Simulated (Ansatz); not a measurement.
**Cu+ with AsH3: structure and interaction energy**

Aim: relax the pair, then compute its interaction energy with counterpoise at many levels, up to CCSD(T).

Computed with Ansatz 0.2.0, Gaussian basis. Level: PBE0-D4 structure, single points in def2-TZVPPD.

Levels: PBE-D4, revPBE-D4, BLYP-D4, r2SCAN-D4, B97M-V, PBE0-D4, B3LYP-D4, HSE06-D4, wB97X-V, wB97M-V, B2PLYP, Hartree-Fock, MP2, CCSD, CCSD(T). The reference is CCSD(T) extrapolated to the basis limit. For elements past Ar these valence bases correlate outer-core shells poorly and lack relativity, so that limit is rough.

Cores are frozen in the correlated methods. The 3s and 3p shells of Cu and Zn are frozen; filled d shells are correlated. B3LYP uses VWN-RPA correlation. B2PLYP carries no dispersion term here.

163 further runs of the same task are left out: 163 set aside as unsound or not needed. Runs told in other sessions of the task aren't counted.

## (1) Where the work starts

The pair, from a GFN2-xTB docking trial: 5 atoms, charge 1, spin multiplicity 1.

Atoms are counted from 1 here; the program's logs count them from 0.

Bond lengths: Cu1–As2 2.909 Å, Cu1–H4 1.611 Å, As2–H3 1.516 Å, As2–H4 1.779 Å, As2–H5 1.498 Å. Angles: As2–Cu1–H4 32.6°, Cu1–As2–H3 60.3°, Cu1–As2–H4 29.2°, Cu1–As2–H5 89.4°, H3–As2–H4 89.5°, H3–As2–H5 89.7°, H4–As2–H5 88.9°, Cu1–H4–As2 118.1°.

Geometry (Å):

```xyz
5
charge 1, multiplicity 1
Cu   -0.0103   -0.1732   -1.8825
As    0.0151    0.5749    0.9289
H    -1.2608    0.0459    0.3036
H     0.8444    0.3778   -0.6329
H     0.4116   -0.8254    1.2830
```

Atoms 1 to 1 are fragment A (Cu+), the rest fragment B (AsH3).

## (2) A first relaxation in a small basis

File pre/in.yaml:

```yaml
crystal:
  periodic: [false, false, false]
  atoms:
    - {symbol: Cu, position_ang: [-0.010300, -0.173200, -1.882500]}
    - {symbol: As, position_ang: [0.015100, 0.574900, 0.928900]}
    - {symbol: H, position_ang: [-1.260800, 0.045900, 0.303600]}
    - {symbol: H, position_ang: [0.844400, 0.377800, -0.632900]}
    - {symbol: H, position_ang: [0.411600, -0.825400, 1.283000]}
basis:
  gaussian: {orbitals: def2-SVP}
total_charge: 1
hamiltonian: {xc: pbe, dispersion: d4}
relax: {f_tol: 0.03, max_steps: 250}
```

Launch:

```sh
$ ansatz run in.yaml --threads 4 --pin off --events-out ev --progress --plain --max-ram 9574MiB
```

The runs that follow: Relaxation at PBE0-D4; wB97X-V/def2-TZVPPD; wB97M-V/def2-TZVPPD; B2PLYP/def2-TZVPPD; B97M-V/def2-TZVPPD; CCSD(T)/def2-TZVPPD; MP2/def2-QZVPPD; Hartree-Fock/STO-3G; SPW92/def2-SVP; wB97M-V/def2-SVP; CCSD(T)/def2-SVP; Vibrations of the pair.

What does the calculation give? Wanted: interaction energy, CCSD(T)/CBS; of it Hartree-Fock; D4 term of PBE0-D4; shortest contact; lowest wavenumber.

As calculated:

| quantity | value |
| --- | --- |
| interaction energy, CCSD(T)/CBS | -1483 meV |
| of it Hartree-Fock (basis limit) | -534 meV |
| D4 term of PBE0-D4 | -39 meV |
| shortest contact | Cu1–H4 2.05 Å |
| lowest wavenumber | 142 cm⁻¹ |

**Reading.** The pair is bound by 1483 meV at fixed fragment shapes. Hartree-Fock gives 36 % of it, so electrostatics and correlation both count. The functionals run from B2PLYP, off by -29 meV, to PBE-D4, off by -588 meV, against CCSD(T)/CBS. By rung, the mean size of the error is: GGA 472, meta-GGA 478, hybrid 208, screened hybrid 214, range-separated hybrid 58, double hybrid 29 meV. The double hybrids carry no dispersion term here, unlike the levels marked D4 or V. PBE-D4 gives an interaction energy 588 meV too low, an error of 40 % of the reference. CCSD(T) moves by -218 meV from triple zeta to the limit; gaps between functionals far smaller than that don't rank them. A lower arrangement may exist.
